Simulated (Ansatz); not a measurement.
A nudged elastic band was laid between two geometries of a periodic cell of 17 atoms, CuSi$_{16}$ (host Si, host structure diamond, interstitial Cu), cell charge +1.

Level of theory: Ansatz, DFT PBE, scalar-relativistic, plane waves, PAW. Settings: PAW set soft_1, cutoff 420 eV, k mesh 2x2x2, gaussian smearing 0.05 eV, no spin polarisation.

```
movable images  : 5
climbing image  : yes
spring          : 5.0 eV/Å²
optimiser       : fire
start path      : IDPP
force threshold : 0.05 eV/Å
iteration limit : 47
end points      : relaxed
```

Image 0:

```xyz
17
Lattice="0.0000 5.4300 5.4300 5.4300 0.0000 5.4300 5.4300 5.4300 0.0000" Properties=species:S:1:pos:R:3
Si -0.039 0.043 -0.005
Si 1.416 1.328 1.299
Si 2.769 2.666 -0.048
Si 4.110 4.015 1.300
Si 2.715 0.038 2.753
Si 3.935 1.492 4.207
Si 5.391 2.710 2.758
Si 6.846 4.014 4.044
Si 0.043 2.651 2.670
Si 1.361 4.073 4.011
Si 2.786 5.386 2.671
Si 4.119 6.744 4.030
Si 2.586 2.836 5.550
Si 4.127 4.065 6.780
Si 5.473 5.385 5.366
Si 6.791 6.727 6.788
Cu 5.273 5.578 8.291
```

Image 6:

```xyz
17
Lattice="0.0000 5.4300 5.4300 5.4300 0.0000 5.4300 5.4300 5.4300 0.0000" Properties=species:S:1:pos:R:3
Si 0.062 0.038 0.032
Si 1.397 1.346 1.429
Si 2.807 2.700 -0.041
Si 4.138 4.058 1.331
Si 2.831 0.116 2.797
Si 4.167 1.452 4.155
Si 5.492 2.777 2.742
Si 6.859 4.143 4.054
Si -0.070 2.645 2.832
Si 1.325 4.040 4.109
Si 2.616 5.331 2.596
Si 3.931 6.645 4.004
Si 2.753 2.777 5.462
Si 4.062 4.111 6.860
Si 5.415 5.520 5.390
Si 6.773 6.852 6.761
Cu 6.488 3.771 6.535
```

**Question.** What changes between the two ends?

**Answer.** Contacts lost: Si1–Cu17, Si5–Cu17, Si6–Cu17, Si7–Cu17, Si10–Cu17, Si16–Cu17. Contacts made: Si2–Cu17, Si3–Cu17, Si8–Cu17, Si9–Cu17, Si15–Cu17. The atom that moves furthest is Cu17, by 2.80 Å; four of its nearest neighbours are Si6 2.33, Si14 2.43, Si16 2.43, Si10 2.43 Å at the first end and Si3 2.35, Si15 2.35, Si9 2.35, Si2 2.47 Å at the last.

**Question.** Give the energies along the band, and the barrier.

**Answer.** It converged. The highest image is number 3 of 0 to 6, 0.048 eV above the first end and 0.053 eV above the last; the last end lies 0.005 eV below the first. The profile has 3 maxima (images 1, 3, 5) with wells between them (images 2, 4): this band takes more than one step, which may be the mechanism or a detour left from its start path. By the program's own check the climbing image is of a kind that is not told: the force calls were inconclusive, a negative curvature could not be distinguished from the path's own, the only one lies far off the path, or fixed occupations may fill a level only in part (lowest curvatures found: -0.40 and 0.83 eV/Å²). Limits of this set-up: coarse k mesh, a small cell, in which the defect meets its images, charged cell in a uniform background, uncorrected.

```csv
image,path coordinate (Å),energy (eV),Si1–Cu17 (Å),Si5–Cu17 (Å),Si6–Cu17 (Å)
0,0.00,0.000,2.57,2.56,2.33
1,0.61,0.025,2.77,2.71,2.42
2,1.21,-0.001,3.09,3.10,2.72
3,1.82,0.048,3.51,3.52,3.32
4,2.39,0.003,3.94,3.92,3.94
5,2.96,0.007,4.34,4.25,4.52
6,3.54,-0.005,4.01,4.40,4.05
```

**Question.** What is the geometry of the highest image?

**Answer.** 
```xyz
17
Lattice="0.0000 5.4300 5.4300 5.4300 0.0000 5.4300 5.4300 5.4300 0.0000" Properties=species:S:1:pos:R:3
Si 0.056 -0.022 0.006
Si 1.314 1.361 1.397
Si 2.617 2.829 0.113
Si 4.113 4.106 1.385
Si 2.695 -0.025 2.682
Si 4.183 1.252 3.960
Si 5.487 2.726 2.685
Si 6.749 4.114 4.068
Si -0.054 2.624 2.792
Si 1.386 3.990 4.156
Si 2.775 5.446 2.738
Si 3.903 6.880 4.172
Si 2.859 2.603 5.322
Si 3.999 4.032 6.757
Si 5.380 5.499 5.342
Si 6.819 6.866 6.710
Cu 6.092 4.757 7.474
```

Run time: 22 min on 1 thread of Arm Neoverse V1, with other jobs on the host, peak memory 0.94 GiB.
